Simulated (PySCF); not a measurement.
# CH₄N₂OSi: electronic excitations at several levels of theory

How much do the electronic excitations of CH₄N₂OSi (`N#C[Si@H](N)O`) depend on the level of theory, and what does each level cost?

Computed with PySCF 2.14.0, with density-fitted response routines of our own, on a single molecule in the gas phase. Atoms are numbered from 0 throughout.

## 1. The starting structure

9 atoms, charge 0, multiplicity 1; geometry from: GFN2-xTB. The atoms were then displaced at random by about 0.01 Å, so the start is not that level's minimum.

Bonds of the start (Å): N0–C1 1.17, C1–Si2 1.88, Si2–N3 1.69, Si2–O4 1.61, Si2–H5 1.46, N3–H6 1.00, N3–H7 1.03, O4–H8 0.93.

## 2. Relaxing the molecule at PBE0-D3(BJ)/def2-SVP

What the job is given:

```
{"job": {"xc": "PBE0", "basis": "def2-SVP", "d3": "d3bj", "grid": 1, "shake": 0.01, "kind": "geom"}, "charge": 0, "multiplicity": 1}
N      2.773750    -0.236650    -0.801270
C      1.717400    -0.064550    -0.331670
Si     0.035440     0.172620     0.485450
N     -0.903710    -0.921210    -0.388160
O     -0.509790     1.677950     0.324670
H      0.203090     0.067880     1.935910
H     -0.612050    -1.869780    -0.533460
H     -1.916590    -0.908010    -0.231220
H     -0.729740     2.064600    -0.493970
```

The run is started by

```sh
OMP_NUM_THREADS=1 python probes_run.py task.json out
```

The driver reads the jobs from task.json and runs them one after another.

Output:

```text
step   0  E = -514.15835738  max force = 0.030470
step   1  E = -514.16169742  max force = 0.010538
step   2  E = -514.16222787  max force = 0.001877
step   3  E = -514.16270243  max force = 0.004972
step   4  E = -514.16292624  max force = 0.004138
step   5  E = -514.16318158  max force = 0.001969
step   6  E = -514.16331540  max force = 0.001900
step   7  E = -514.16342269  max force = 0.002193
step   8  E = -514.16349177  max force = 0.001585
step   9  E = -514.16354866  max force = 0.001213
step  10  E = -514.16358651  max force = 0.001026
step  11  E = -514.16360615  max force = 0.000824
step  12  E = -514.16361595  max force = 0.000481
step  13  E = -514.16362416  max force = 0.000566
step  14  E = -514.16363721  max force = 0.001370
step  15  E = -514.16366365  max force = 0.002899
step  16  E = -514.16360908  max force = 0.005691
step  17  E = -514.16369850  max force = 0.003721
step  18  E = -514.16372778  max force = 0.002028
step  19  E = -514.16374424  max force = 0.000461
step  20  E = -514.16374678  max force = 0.000769
step  21  E = -514.16375050  max force = 0.000472
step  22  E = -514.16375252  max force = 0.000156
optimisation converged
```

Wall time 55 s (1 thread of Arm Neoverse V2, shared host); peak memory 0.45 GiB.

Along the way: (the energy doesn't fall at every step)

```csv
step,energy from step 0 (eV),largest force component (eV/Å)
0,0.0000,1.5668
1,-0.0909,0.5419
2,-0.1053,0.0965
3,-0.1182,0.2557
4,-0.1243,0.2128
5,-0.1313,0.1013
6,-0.1349,0.0977
7,-0.1378,0.1128
8,-0.1397,0.0815
9,-0.1413,0.0624
10,-0.1423,0.0528
11,-0.1428,0.0424
12,-0.1431,0.0247
13,-0.1433,0.0291
14,-0.1437,0.0704
15,-0.1444,0.1491
16,-0.1429,0.2926
17,-0.1453,0.1913
18,-0.1461,0.1043
19,-0.1466,0.0237
20,-0.1467,0.0395
21,-0.1468,0.0243
22,-0.1468,0.0080
```

Distances of close pairs at the start and the end, largest changes first:

```csv
bond,before (Å),after (Å),change (Å)
Si2–O4,1.609,1.655,+0.046
O4–H8,0.932,0.962,+0.030
Si2–N3,1.686,1.705,+0.019
C1–Si2,1.885,1.869,-0.016
Si2–H5,1.464,1.477,+0.013
N3–H7,1.025,1.012,-0.013
N3–H6,1.003,1.012,+0.009
N0–C1,1.169,1.160,-0.009
```

The next job starts from the end point, and lists it.

```csv
at the end point,value
point group (found at 0.08 Å tolerance),C1
"rotational constants (GHz, main isotopes)","5.965, 3.029, 2.230"
dipole moment (D),4.05
```

## 3. TDDFT and polarisability: PBE0/def2-TZVP

What the job is given:

```
{"job": {"kind": "uv", "xc": "PBE0", "basis": "def2-TZVP"}, "charge": 0, "multiplicity": 1}
N      2.717546    -0.146603    -0.786171
C      1.685351    -0.032180    -0.270061
Si     0.003191     0.185099     0.514907
N     -0.914027    -1.078276    -0.170726
O     -0.474914     1.747001     0.247530
H      0.083046     0.072289     1.985112
H     -0.727383    -1.456177    -1.091101
H     -1.810879    -1.368629     0.198390
H     -0.504257     2.060853    -0.661431
```

Level: TDDFT PBE0/def2-TZVP, vertical, gas phase, core orbitals frozen in the response.

Output:

```text
coarse grid: 8400 points
cycle   1  E = -514.4136927925  dE =  4.883e-01  |g| = 8.341e-01  |ddm| = 2.403e+00
cycle   2  E = -514.1719756664  dE =  2.417e-01  |g| = 1.392e+00  |ddm| = 1.279e+00
cycle   3  E = -514.5321637860  dE = -3.602e-01  |g| = 2.386e-01  |ddm| = 8.872e-01
cycle   4  E = -514.5421227023  dE = -9.959e-03  |g| = 1.026e-01  |ddm| = 1.535e-01
cycle   5  E = -514.5442224584  dE = -2.100e-03  |g| = 2.815e-02  |ddm| = 6.296e-02
cycle   6  E = -514.5443714291  dE = -1.490e-04  |g| = 7.172e-03  |ddm| = 1.885e-02
cycle   7  E = -514.5443817144  dE = -1.029e-05  |g| = 1.563e-03  |ddm| = 4.882e-03
cycle   8  E = -514.5443822397  dE = -5.253e-07  |g| = 2.486e-04  |ddm| = 1.199e-03
final grid: 77816 points
cycle   9  E = -514.5362169200  dE = -2.794e-05  |g| = 7.229e-03  |ddm| = 2.111e-02
cycle  10  E = -514.5362045785  dE =  1.234e-05  |g| = 1.072e-02  |ddm| = 1.006e-02
cycle  11  E = -514.5362266026  dE = -2.202e-05  |g| = 1.196e-03  |ddm| = 6.175e-03
cycle  12  E = -514.5362268270  dE = -2.244e-07  |g| = 5.953e-04  |ddm| = 8.134e-04
cycle  13  E = -514.5362268941  dE = -6.713e-08  |g| = 2.056e-04  |ddm| = 3.656e-04
cycle  14  E = -514.5362269027  dE = -8.520e-09  |g| = 4.516e-05  |ddm| = 1.221e-04
cycle  15  E = -514.5362269030  dE = -3.781e-10  |g| = 1.047e-05  |ddm| = 2.902e-05
converged SCF energy = -514.5362269030

Static polarisability (au): isotropic 48.239, principal 40.956 44.876 58.885

Singlet excitations
state   eV       nm        f      main configurations
  1   6.3503    195.2   0.01741   H->L 0.89
  2   6.8809    180.2   0.04151   H->L+1 0.82
  3   7.0424    176.1   0.00934   H-1->L 0.45, H-3->L 0.20, H-2->L+1 0.12
  4   7.4005    167.5   0.01591   H-2->L 0.39, H-1->L+1 0.16, H-2->L+1 0.15
  5   7.4605    166.2   0.00531   H-2->L+1 0.52, H-1->L 0.17, H-1->L+1 0.11
  6   7.6263    162.6   0.01457   H->L+2 0.36, H-3->L 0.33, H-1->L 0.16
  7   7.6642    161.8   0.00845   H->L+2 0.50, H-3->L 0.34
  8   8.0130    154.7   0.02129   H-3->L+1 0.38, H-1->L+1 0.33, H-4->L 0.08
  9   8.1936    151.3   0.02188   H-4->L 0.66, H-4->L+1 0.10, H-3->L+1 0.08
 10   8.4581    146.6   0.00612   H->L+3 0.68, H->L+4 0.10

Triplet excitations (Tamm-Dancoff, eV): 5.6884 5.9419 6.1768 6.3026
```

Run time: 16 s. Hardware: 1 thread of Arm Neoverse V2, shared host; peak memory 0.81 GiB.

The orbitals next to the gap, with their largest atomic shares:

```csv
orbital,eV,atoms
HOMO−3,-10.03,"N0 45 %, C1 31 %, O4 13 %"
HOMO−2,-9.81,"N0 45 %, C1 36 %, Si2 9 %"
HOMO−1,-9.70,"O4 38 %, N0 30 %, C1 22 %"
HOMO,-8.32,"N3 72 %, Si2 13 %, O4 8 %"
LUMO,-0.66,"Si2 31 %, C1 26 %, N0 24 %"
LUMO+1,-0.25,"C1 29 %, Si2 28 %, N0 26 %"
LUMO+2,0.81,"H6 20 %, Si2 18 %, H8 15 %"
```

With each of the 10 states as a Gaussian band of 0.4 eV half-width at 1/e, the curve within the window shown has maxima at 178 nm (ε 2,300), 157 nm (ε 2,200) L/(mol cm). Beyond the last state computed it falls off for lack of states. The curve at chosen wavelengths:

nm, ε (L/mol/cm) and a bar:
```
      142        289 ###
      145        704 ########
      148       1280 ################
      151       1809 #######################
      154       2099 ###########################
      157       2165 ############################
      160       2153 ############################
      163       2136 ###########################
      166       2105 ###########################
      169       2085 ###########################
      172       2135 ###########################
      175       2252 #############################
      178       2335 ##############################
      180       2316 ##############################
      183       2149 ############################
      186       1867 ########################
      189       1559 ####################
      192       1287 ################
      195       1061 #############
      198        861 ##########
      201        673 ########
      204        498 ######
      207        344 ####
      210        222 ##
      213        134 #
      216         76
```

Further results of this job:

```csv
property,computed
dipole moment (D),4.08
polarisability (Å³),7.15
HOMO–LUMO gap (eV),7.65
−ε(HOMO) (eV),8.32
```

## 4. TDDFT and polarisability: PBE0/aug-cc-pVDZ

Same as in step 3 but for these lines:

```diff
@@ -1,2 +1,2 @@
-{"job": {"kind": "uv", "xc": "PBE0", "basis": "def2-TZVP"}, "charge": 0, "multiplicity": 1}
+{"job": {"kind": "uv", "xc": "PBE0", "basis": "aug-cc-pVDZ"}, "charge": 0, "multiplicity": 1}
 N      2.717546    -0.146603    -0.786171
```

With the program's defaults for keys left out, this is: TDDFT PBE0/aug-cc-pVDZ, vertical, gas phase, core orbitals frozen in the response.

Output:

```text
coarse grid: 8400 points
cycle   1  E = -514.3164057318  dE =  5.311e-01  |g| = 7.828e-01  |ddm| = 6.890e+00
cycle   2  E = -514.0798587269  dE =  2.365e-01  |g| = 1.330e+00  |ddm| = 2.714e+00
cycle   3  E = -514.4298376448  dE = -3.500e-01  |g| = 2.195e-01  |ddm| = 1.741e+00
cycle   4  E = -514.4388875421  dE = -9.050e-03  |g| = 8.768e-02  |ddm| = 3.460e-01
cycle   5  E = -514.4404806872  dE = -1.593e-03  |g| = 2.443e-02  |ddm| = 1.325e-01
cycle   6  E = -514.4406044213  dE = -1.237e-04  |g| = 6.326e-03  |ddm| = 3.797e-02
cycle   7  E = -514.4406133017  dE = -8.880e-06  |g| = 1.208e-03  |ddm| = 1.090e-02
final grid: 77816 points
cycle   8  E = -514.4516783796  dE = -1.087e-05  |g| = 7.911e-03  |ddm| = 6.064e-02
cycle   9  E = -514.4516580988  dE =  2.028e-05  |g| = 1.270e-02  |ddm| = 2.689e-02
cycle  10  E = -514.4516913830  dE = -3.328e-05  |g| = 1.386e-03  |ddm| = 1.677e-02
cycle  11  E = -514.4516917775  dE = -3.945e-07  |g| = 4.419e-04  |ddm| = 2.094e-03
cycle  12  E = -514.4516918189  dE = -4.143e-08  |g| = 1.159e-04  |ddm| = 6.626e-04
cycle  13  E = -514.4516918214  dE = -2.421e-09  |g| = 4.691e-05  |ddm| = 1.877e-04
cycle  14  E = -514.4516918218  dE = -4.679e-10  |g| = 6.181e-06  |ddm| = 7.842e-05
converged SCF energy = -514.4516918218

Static polarisability (au): isotropic 53.259, principal 46.151 50.242 63.384

Singlet excitations
state   eV       nm        f      main configurations
  1   6.1914    200.3   0.03214   H->L 0.91
  2   6.7631    183.3   0.04810   H->L+1 0.79
  3   6.9793    177.6   0.01812   H->L+2 0.32, H-1->L 0.21, H-3->L 0.10
  4   7.1332    173.8   0.00743   H->L+2 0.51, H-1->L 0.18
  5   7.3998    167.6   0.01202   H-2->L 0.29, H-2->L+1 0.15, H-1->L 0.10
  6   7.4532    166.4   0.00488   H-2->L+1 0.34, H-1->L 0.17, H-1->L+1 0.14
  7   7.5722    163.7   0.00067   H->L+3 0.39, H-3->L 0.31, H-2->L+1 0.09
  8   7.6153    162.8   0.01254   H->L+3 0.45, H-3->L 0.23, H-1->L 0.09
  9   7.7693    159.6   0.00330   H->L+4 0.44, H->L+5 0.36
 10   7.8879    157.2   0.00287   H->L+5 0.49, H->L+4 0.39

Triplet excitations (Tamm-Dancoff, eV): 5.7146 5.8113 6.1701 6.2912
```

It took 13 s on 1 thread of Arm Neoverse V2, shared host; peak memory 0.74 GiB.

Key values: HOMO -8.32 eV, LUMO -0.87 eV; lowest singlet 6.19 eV.

## 5. Ultraviolet spectrum: PBE0/def2-TZVPD

Same as in step 4 but for these lines:

```diff
@@ -1,2 +1,2 @@
-{"job": {"kind": "uv", "xc": "PBE0", "basis": "aug-cc-pVDZ"}, "charge": 0, "multiplicity": 1}
+{"job": {"kind": "uv", "xc": "PBE0", "basis": "def2-TZVPD"}, "charge": 0, "multiplicity": 1}
 N      2.717546    -0.146603    -0.786171
```

Method: TDDFT PBE0/def2-TZVPD, vertical, gas phase, core orbitals frozen in the response.

Output:

```text
coarse grid: 8400 points
cycle   1  E = -514.4163224112  dE =  4.876e-01  |g| = 8.324e-01  |ddm| = 2.513e+00
cycle   2  E = -514.1672814741  dE =  2.490e-01  |g| = 1.404e+00  |ddm| = 1.597e+00
cycle   3  E = -514.5350787157  dE = -3.678e-01  |g| = 2.332e-01  |ddm| = 1.009e+00
cycle   4  E = -514.5443992914  dE = -9.321e-03  |g| = 1.039e-01  |ddm| = 1.574e-01
cycle   5  E = -514.5465507373  dE = -2.151e-03  |g| = 2.909e-02  |ddm| = 8.043e-02
cycle   6  E = -514.5467113381  dE = -1.606e-04  |g| = 7.200e-03  |ddm| = 1.904e-02
cycle   7  E = -514.5467216580  dE = -1.032e-05  |g| = 1.634e-03  |ddm| = 5.018e-03
cycle   8  E = -514.5467222345  dE = -5.765e-07  |g| = 2.549e-04  |ddm| = 1.296e-03
final grid: 77816 points
cycle   9  E = -514.5385637303  dE = -2.895e-05  |g| = 7.249e-03  |ddm| = 5.070e-02
cycle  10  E = -514.5385509428  dE =  1.279e-05  |g| = 1.084e-02  |ddm| = 1.031e-02
cycle  11  E = -514.5385734851  dE = -2.254e-05  |g| = 1.208e-03  |ddm| = 6.338e-03
cycle  12  E = -514.5385737153  dE = -2.302e-07  |g| = 5.978e-04  |ddm| = 8.664e-04
cycle  13  E = -514.5385737827  dE = -6.734e-08  |g| = 2.113e-04  |ddm| = 4.137e-04
cycle  14  E = -514.5385737917  dE = -9.019e-09  |g| = 4.647e-05  |ddm| = 1.547e-04
cycle  15  E = -514.5385737921  dE = -3.977e-10  |g| = 1.097e-05  |ddm| = 3.394e-05
converged SCF energy = -514.5385737921

Static polarisability (au): isotropic 53.008, principal 46.047 49.988 62.989

Singlet excitations
state   eV       nm        f      main configurations
  1   6.2482    198.4   0.02610   H->L 0.91
  2   6.8232    181.7   0.04555   H->L+1 0.79
  3   6.9877    177.4   0.01438   H-1->L 0.40, H-3->L 0.16, H-2->L+1 0.09
  4   7.2589    170.8   0.02345   H->L+2 0.68, H-2->L 0.10
  5   7.3848    167.9   0.01300   H-2->L 0.27, H-2->L+1 0.16, H-1->L 0.13
  6   7.4270    166.9   0.00852   H-2->L+1 0.45, H-1->L+1 0.14, H-1->L 0.12
  7   7.5852    163.5   0.00385   H-3->L 0.66, H-1->L 0.15
  8   7.8710    157.5   0.00409   H->L+3 0.70
  9   7.9874    155.2   0.02443   H-3->L+1 0.33, H-1->L+1 0.24, H->L+3 0.13
 10   8.1064    152.9   0.00485   H->L+4 0.55, H->L+6 0.26, H->L+5 0.10

Triplet excitations (Tamm-Dancoff, eV): 5.6761 5.8635 6.1510 6.2605
```

Run time: 24 s. Hardware: 1 thread of Arm Neoverse V2, shared host; peak memory 0.91 GiB.

This run: HOMO -8.37 eV, LUMO -0.84 eV; lowest singlet 6.25 eV.

## 6. TDDFT and polarisability: PBE0/6-31+G*

Same as in step 5 but for these lines:

```diff
@@ -1,2 +1,2 @@
-{"job": {"kind": "uv", "xc": "PBE0", "basis": "def2-TZVPD"}, "charge": 0, "multiplicity": 1}
+{"job": {"kind": "uv", "xc": "PBE0", "basis": "6-31+G*"}, "charge": 0, "multiplicity": 1}
 N      2.717546    -0.146603    -0.786171
```

With the program's defaults for keys left out, this is: TDDFT PBE0/6-31+G*, vertical, gas phase, core orbitals frozen in the response.

Output:

```text
coarse grid: 8400 points
cycle   1  E = -514.3365450352  dE =  5.160e-01  |g| = 7.622e-01  |ddm| = 3.182e+00
cycle   2  E = -514.1203506984  dE =  2.162e-01  |g| = 1.280e+00  |ddm| = 1.931e+00
cycle   3  E = -514.4459823057  dE = -3.256e-01  |g| = 2.133e-01  |ddm| = 1.297e+00
cycle   4  E = -514.4544793482  dE = -8.497e-03  |g| = 8.762e-02  |ddm| = 2.074e-01
cycle   5  E = -514.4560973115  dE = -1.618e-03  |g| = 2.249e-02  |ddm| = 8.248e-02
cycle   6  E = -514.4562026003  dE = -1.053e-04  |g| = 6.298e-03  |ddm| = 2.214e-02
cycle   7  E = -514.4562113620  dE = -8.762e-06  |g| = 1.128e-03  |ddm| = 8.007e-03
final grid: 77816 points
cycle   8  E = -514.4046595010  dE = -8.757e-06  |g| = 8.004e-03  |ddm| = 1.854e-02
cycle   9  E = -514.4046384632  dE =  2.104e-05  |g| = 1.285e-02  |ddm| = 1.759e-02
cycle  10  E = -514.4046730774  dE = -3.461e-05  |g| = 1.540e-03  |ddm| = 1.090e-02
cycle  11  E = -514.4046735780  dE = -5.006e-07  |g| = 4.131e-04  |ddm| = 1.305e-03
cycle  12  E = -514.4046736149  dE = -3.694e-08  |g| = 1.097e-04  |ddm| = 4.194e-04
cycle  13  E = -514.4046736171  dE = -2.201e-09  |g| = 4.583e-05  |ddm| = 1.274e-04
cycle  14  E = -514.4046736176  dE = -4.500e-10  |g| = 6.175e-06  |ddm| = 4.428e-05
converged SCF energy = -514.4046736176

Static polarisability (au): isotropic 47.930, principal 40.730 44.539 58.521

Singlet excitations
state   eV       nm        f      main configurations
  1   6.2443    198.6   0.03633   H->L 0.91
  2   6.8319    181.5   0.05616   H->L+1 0.81
  3   7.0321    176.3   0.01673   H-1->L 0.30, H->L+2 0.20, H-3->L 0.14
  4   7.2377    171.3   0.01624   H->L+2 0.68, H-1->L 0.12
  5   7.4508    166.4   0.01220   H-2->L 0.32, H-2->L+1 0.17, H-1->L+1 0.12
  6   7.4933    165.5   0.00628   H-2->L+1 0.41, H-1->L 0.17, H-1->L+1 0.13
  7   7.6534    162.0   0.00849   H-3->L 0.60, H-1->L 0.15, H-2->L+1 0.10
  8   7.8231    158.5   0.00131   H->L+4 0.70, H->L+3 0.19
  9   7.9842    155.3   0.00263   H->L+3 0.58, H->L+4 0.19
 10   8.0254    154.5   0.03989   H-1->L+1 0.24, H-4->L 0.19, H-3->L+1 0.18

Triplet excitations (Tamm-Dancoff, eV): 5.7309 5.8460 6.1994 6.3248
```

Run time: 7.5 s. Hardware: 1 thread of Arm Neoverse V2, shared host; peak memory 0.56 GiB.

Key values: HOMO -8.31 eV, LUMO -0.81 eV; lowest singlet 6.24 eV.

## 7. Side by side: electronic excitations

Excitations and ground-state properties, with basis size and wall time:

```csv
run,lowest singlet (eV),brightest (eV),f,gap (eV),α (Å³),μ (D),functions,time
PBE0/def2-TZVP,6.35,6.88,0.042,7.65,7.15,4.08,185,16 s
PBE0/aug-cc-pVDZ,6.19,6.76,0.048,7.45,7.89,4.00,155,13 s
PBE0/def2-TZVPD,6.25,6.82,0.046,7.53,7.85,4.02,230,24 s
PBE0/6-31+G*,6.24,6.83,0.056,7.50,7.10,4.09,102,7.5 s
```

## 8. Results

```
                                quantity                        value
                             point group                           C1
    rotational constants (main isotopes)         5.96, 3.03, 2.23 GHz
         lowest singlet (PBE0/def2-TZVP)  6.35 eV (195 nm), f = 0.017
brightest single state of those computed  state 2, 6.88 eV, f = 0.042
                          lowest triplet                      5.69 eV
             range of the lowest singlet              6.19 to 6.35 eV
```

**Reading.** Single values in the summary come from the first run of each kind that ended normally (PBE0/def2-TZVP), which need not be the best level. Relaxing lowered the energy by 0.147 eV in 22 steps; the close pair that moved most is Si2–O4, from 1.609 to 1.655 Å. The first singlet state (HOMO→LUMO 0.89) lies at 6.35 eV and is weak; of the 10 states computed, the strongest absorption comes from state 2 at 6.88 eV. The lowest triplet lies 0.66 eV below the lowest singlet (triplets in Tamm-Dancoff, singlets in full TDDFT). The basis of PBE0/def2-TZVP has no diffuse functions, so Rydberg states are missing and the high states are unreliable. The lowest singlet runs from 6.19 eV (PBE0/aug-cc-pVDZ) to 6.35 eV (PBE0/def2-TZVP), while the orbital gap spans 7.45 to 7.65 eV. The lowest state need not be the same one in every run.
